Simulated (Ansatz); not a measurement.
# ZrCl4 (zirconium tetrachloride) at 6 levels

We compute a comparison of 6 runs (HF/3-21G, B2PLYP/def2-SVP, BHLYP/def2-SVP, r2SCAN0/def2-SVP, wB97M-V/def2-SVP, wB97X/def2-SVP) of ZrCl4 (zirconium tetrachloride). 

The results are computed with Ansatz 0.2.0.

2 further runs of the same task are left out: 2 set aside as unsound or not needed.

### 1 Starting point

ZrCl4: 5 atoms, total charge 0, spin state singlet. SMILES: `Cl[Zr](Cl)(Cl)Cl`. One bond was lengthened or shortened from a relaxed shape.

Bond lengths: Cl1–Zr2 2.316 Å, Zr2–Cl3 2.316 Å, Zr2–Cl4 2.663 Å, Zr2–Cl5 2.316 Å. Angles: Cl1–Zr2–Cl3 109.5°, Cl1–Zr2–Cl4 109.5°, Cl1–Zr2–Cl5 109.5°, Cl3–Zr2–Cl4 109.5°, Cl3–Zr2–Cl5 109.5°, Cl4–Zr2–Cl5 109.5°.

### 2 The energy at HF/3-21G (run 1)

The input, input.yaml:

```yaml
crystal:
  periodic: [false, false, false]
  atoms:
    - {symbol: Cl, position_ang: [0.202322, -0.166283, 2.439708]}
    - {symbol: Zr, position_ang: [0.312312, 0.064517, 0.137878]}
    - {symbol: Cl, position_ang: [1.857692, -1.434703, -0.715362]}
    - {symbol: Cl, position_ang: [-2.081750, -0.430080, -0.919260]}
    - {symbol: Cl, position_ang: [0.958572, 2.224627, -0.391372]}
basis:
  gaussian:
    orbitals: 3-21G-spherical.json
hamiltonian:
  xc: hf
accuracy: high
output: {orbitals: {seedname: orbitals}}
```

The basis set 3-21G is read from a file made from the Basis Set Exchange's data (not shown).

The run is started by

```console
$ ansatz run input.yaml --threads 1 --pin off --max-ram 3480MiB --events-out events.jsonl --progress --plain --runs-dir runs
```

Standard output:

```text
Warning: RAYON_NUM_THREADS=1 ignored (pool sized by the plan → 1); use --threads N
Functional definition: HF
  name "HF"
  exchange = exact_x
  correlation = 0
1941 factors; integrals over basis functions are off by at most 4.1e-9 eV
mean field evaluation 1: about -145617.2010 eV, gradient 3.3e1 eV
mean field evaluation 2: about -145617.3119 eV, gradient 3.4e1 eV
mean field evaluation 4: about -145622.9686 eV, gradient 1.9e0 eV
mean field evaluation 8: about -145622.9987 eV, gradient 1.8e-1 eV
mean field evaluation 16: about -145622.9991 eV, gradient 3.1e-8 eV
mean field -145622.99911495 eV, -5351.5465106605 hartree, gradient 3.1e-8 eV, S^2 0.000000; 0 other end points of the search recorded, 0 dependent functions left out
reference -145622.99911495 eV, -5351.5465106605 hartree; 54, 54 occupied and 34, 34 virtual orbitals, 1941 factors
Total energy: -145622.99911495 eV, -5351.5465106605 hartree
```

Wall time 3.3 s (1 thread of Intel Xeon 6975P-C (Granite Rapids), shared host); peak memory 0.36 GiB.

### 3 The energy at B2PLYP/def2-SVP (core potential) (run 2)

The input, molecule.yaml:

```yaml
crystal:
  periodic: [false, false, false]
  atoms:
    - symbol: Cl
      position_ang: [0.202322, -0.166283, 2.439708]
    - symbol: Zr
      position_ang: [0.312312, 0.064517, 0.137878]
    - symbol: Cl
      position_ang: [1.857692, -1.434703, -0.715362]
    - symbol: Cl
      position_ang: [-2.081750, -0.430080, -0.919260]
    - symbol: Cl
      position_ang: [0.958572, 2.224627, -0.391372]
basis:
  gaussian: {orbitals: def2-SVP}
total_charge: 0
hamiltonian: {xc: {name: B2PLYP}}
correlation: {frozen_orbitals: {Cl: 5, Zr: 0}}
accuracy: high
output: {orbitals: {seedname: orbitals}}
```

The run is started by

```console
$ ansatz run molecule.yaml --threads 1 --pin off --max-ram 3480MiB --events-out events.jsonl --progress --plain --runs-dir runs
```

Standard output, cut to the lines that bear on the results:

```text
Warning: RAYON_NUM_THREADS=1 ignored (pool sized by the plan → 1); use --threads N
Functional definition: B2PLYP
  name "B2PLYP"
[...]
2062 factors; integrals over basis functions are off by at most 5.0e-9 eV
[...]
mean field -51337.61556951 eV, -1886.6225742940 hartree, gradient 8.7e-8 eV, S^2 0.000000; 0 other end points of the search recorded, 0 dependent functions left out
20 core orbitals not correlated: weight in the atoms' cores, before any rotation towards them, 1.000 or more for the frozen orbitals, at most 0.000 for the correlated occupied ones
reference -51337.61559694 eV, -1886.6225753020 hartree; 20, 20 occupied and 63, 63 virtual orbitals, 2062 factors
second order -25.94108528 eV of doubles, -0.00000000 eV of singles
Total energy: -51344.61968997 eV, -1886.8799709732 hartree
```

Run time: 12 s. Hardware: 1 thread of Intel Xeon 6975P-C (Granite Rapids), shared host; peak memory 0.45 GiB.

Runs 3 to 5 aren't shown in full; the table further down has their settings and results.

### 4 A single-point energy at wB97X/def2-SVP (core potential) (run 6)

The input, run.yaml:

```yaml
crystal:
  periodic: [false, false, false]
  atoms:
    - {symbol: Cl, position_ang: [0.202322, -0.166283, 2.439708]}
    - {symbol: Zr, position_ang: [0.312312, 0.064517, 0.137878]}
    - {symbol: Cl, position_ang: [1.857692, -1.434703, -0.715362]}
    - {symbol: Cl, position_ang: [-2.081750, -0.430080, -0.919260]}
    - {symbol: Cl, position_ang: [0.958572, 2.224627, -0.391372]}
basis:
  gaussian:
    orbitals: def2-SVP
hamiltonian:
  xc: {name: wB97X}
accuracy: high
output: {orbitals: {seedname: orbitals}}
```

The run is started by

```console
$ ansatz run run.yaml --threads 1 --pin off --max-ram 3480MiB --events-out events.jsonl --progress --plain --runs-dir runs
```

Standard output, cut to the lines that bear on the results:

```text
Warning: RAYON_NUM_THREADS=1 ignored (pool sized by the plan → 1); use --threads N
Functional definition: wB97X
  name "wB97X"
[...]
      + exact_x_lr(omega)
[...]
      + integral(e_c_pw_opposite_spin*poly(b97_u_opposite, 1, cos1, cos2, cos3, cos4))
2062 factors; integrals over basis functions are off by at most 5.0e-9 eV
455 factors; integrals over basis functions are off by at most 1.9e-9 eV
[...]
mean field -51363.40320692 eV, -1887.5702524893 hartree, gradient 1.9e-8 eV, S^2 0.000000; 0 other end points of the search recorded, 0 dependent functions left out
reference -51363.40320153 eV, -1887.5702522911 hartree; 40, 40 occupied and 63, 63 virtual orbitals, 2062 factors
Total energy: -51363.40320153 eV, -1887.5702522911 hartree
```

It took 28 s on 1 thread of Intel Xeon 6975P-C (Granite Rapids), shared host; peak memory 0.84 GiB.

### 5 Overview of the runs

```
run                              level  core potential  frozen core orbitals   energy (Eh)  HOMO energy (eV)  LUMO energy (eV)  HOMO–LUMO gap (eV)  wall time
  1                           HF/3-21G            none                     –  -5351.546511            -12.61             -1.41               11.19      3.3 s
  2   B2PLYP/def2-SVP (core potential)        def2-SVP                    20  -1886.879971             -9.98             -1.85                8.13       12 s
  3    BHLYP/def2-SVP (core potential)        def2-SVP                     –  -1887.489875            -10.04             -2.19                7.85        9 s
  4  r2SCAN0/def2-SVP (core potential)        def2-SVP                     –  -1887.445302             -9.14             -3.12                6.02       15 s
  5  wB97M-V/def2-SVP (core potential)        def2-SVP                     –  -1887.418719            -11.04             -1.03               10.01       65 s
  6    wB97X/def2-SVP (core potential)        def2-SVP                     –  -1887.570252            -11.24             -1.12               10.12       28 s
```

### 6 Summary of results

| quantity | value |
| --- | --- |
| run 6: total energy | -1887.57025 Eh |
| run 6: HOMO energy | -11.24 eV |
| run 6: LUMO energy | -1.12 eV |
| run 6: HOMO–LUMO gap | 10.12 eV |

What this shows: The HOMO–LUMO gap runs from 6.02 eV (r2SCAN0/def2-SVP) to 11.19 eV (HF/3-21G). The two ends differ in method and basis and core potential. Totals of different functionals can't be ranked against each other. Some runs of one species differ in core potentials or relativity; totals across that change don't compare. In run 1 relativity is left out where basis or elements ask for it. All runs together took 2.2 min, the longest 65 s.
